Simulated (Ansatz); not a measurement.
# C2H2BFO: small, medium and large basis sets

How large a basis does C2H2BFO need? Two functionals are run in growing sets.

The runs use Ansatz 0.2.0, Gaussian basis; one geometry, several basis sets.

The runs, in order: PBE0-D4/def2-SVP; ωB97M-V/def2-SVP; PBE0-D4/def2-QZVPP; ωB97M-V/def2-QZVPP; the functionals' def2-TZVPP values are taken from earlier runs.

### Step 1. The geometry

All runs share one geometry, relaxed beforehand with PBE0-D4 in a triple-zeta def2 set.

SMILES `C#CB(O)F`, 7 atoms, charge 0, spin multiplicity 1.

Atoms are counted from 1 here; the program's logs count them from 0.

Bond lengths: C1–C2 1.204 Å, C1–H6 1.066 Å, C2–B3 1.532 Å, B3–O4 1.348 Å, B3–F5 1.323 Å, O4–H7 0.960 Å. Angles: C2–C1–H6 179.3°, C1–C2–B3 178.3°, C2–B3–O4 122.8°, C2–B3–F5 119.9°, O4–B3–F5 117.3°, B3–O4–H7 113.1°.

### Step 2. PBE0-D4 in def2-SVP

in.yaml reads:

```yaml
crystal:
  periodic: [false, false, false]
  atoms:
    - {symbol: C, position_ang: [0.617958, -0.216488, 1.703173]}
    - {symbol: C, position_ang: [0.222450, 0.116562, 0.615594]}
    - {symbol: B, position_ang: [-0.283265, 0.497437, -0.779974]}
    - {symbol: O, position_ang: [-0.579038, -0.417324, -1.724751]}
    - {symbol: F, position_ang: [-0.445472, 1.771700, -1.097388]}
    - {symbol: H, position_ang: [0.968763, -0.499126, 2.669324]}
    - {symbol: H, position_ang: [-0.440096, -1.320761, -1.431577]}
basis:
  gaussian: {orbitals: def2-SVP}
hamiltonian: {xc: pbe0, dispersion: d4}
output: {orbitals: {seedname: orbitals}}
```

On the command line:

```console
> ansatz run in.yaml --threads 2 --pin off --events-out ev --progress --plain --max-ram 4352MiB
```

The runs that follow: ωB97M-V in def2-SVP; PBE0-D4 in def2-QZVPP; ωB97M-V in def2-QZVPP.

**Question.** What will the summary of the whole plan be? Wanted: PBE0-D4: double and triple zeta above quadruple; ωB97M-V: double and triple zeta above quadruple.

**Answer**, as computed:

| quantity | value |
| --- | --- |
| PBE0-D4: double and triple zeta above quadruple | 9.29, 0.41 eV |
| ωB97M-V: double and triple zeta above quadruple | 9.48, 0.38 eV |

For PBE0-D4 the step from double to triple zeta gains 8.88 eV and the next only 0.41 eV. Total energies overstate the basis error of differences, where much of it tends to cancel.
